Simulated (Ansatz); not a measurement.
# CH2BClO: the cost of one run

Method: RKS r2SCAN-D4/def2-SVP, in Ansatz 0.2.0.

### 1 The starting structure

Bond lengths: O1–C2 1.204 Å, C2–B3 1.587 Å, B3–Cl4 1.678 Å, C2–H5 1.125 Å, B3–H6 1.173 Å. Angles: O1–C2–B3 131.0°, O1–C2–H5 118.2°, B3–C2–H5 110.8°, C2–B3–Cl4 119.3°, C2–B3–H6 120.0°, Cl4–B3–H6 120.4°.

Structure file:

```xyz
6

O     1.2960   -0.7287   -1.1555
C     0.7640   -0.2908   -0.1676
B    -0.6611    0.3763    0.0390
Cl   -1.9427   -0.5694    0.5656
H     1.3338   -0.3233    0.8018
H    -0.7900    1.5359   -0.0833
```

### 2 Relaxing end A

Contents of input.yaml:

```yaml
crystal:
  periodic: [false, false, false]
  atoms:
    - { symbol: O, position_ang: [1.29599, -0.7287, -1.15545] }
    - { symbol: C, position_ang: [0.76401, -0.2908, -0.16763] }
    - { symbol: B, position_ang: [-0.66106, 0.37626, 0.03897] }
    - { symbol: Cl, position_ang: [-1.94271, -0.56936, 0.5656] }
    - { symbol: H, position_ang: [1.33376, -0.32329, 0.80178] }
    - { symbol: H, position_ang: [-0.78999, 1.53589, -0.08327] }
basis:
  gaussian: { orbitals: def2-SVP }
hamiltonian:
  xc: r2scan
  dispersion: d4
relax:
  f_tol: 0.015
  max_steps: 40
output:
  orbitals: {}
```

Launch:

```bash
$ ansatz run input.yaml --threads 1 --pin off --max-ram 2048MiB --backend cpu --events-out ev --progress --plain --runs-dir out
```

What time and memory should one allow on 1 thread of an Arm CPU, shared host?

About 50 s, with a peak of 0.16 GiB.
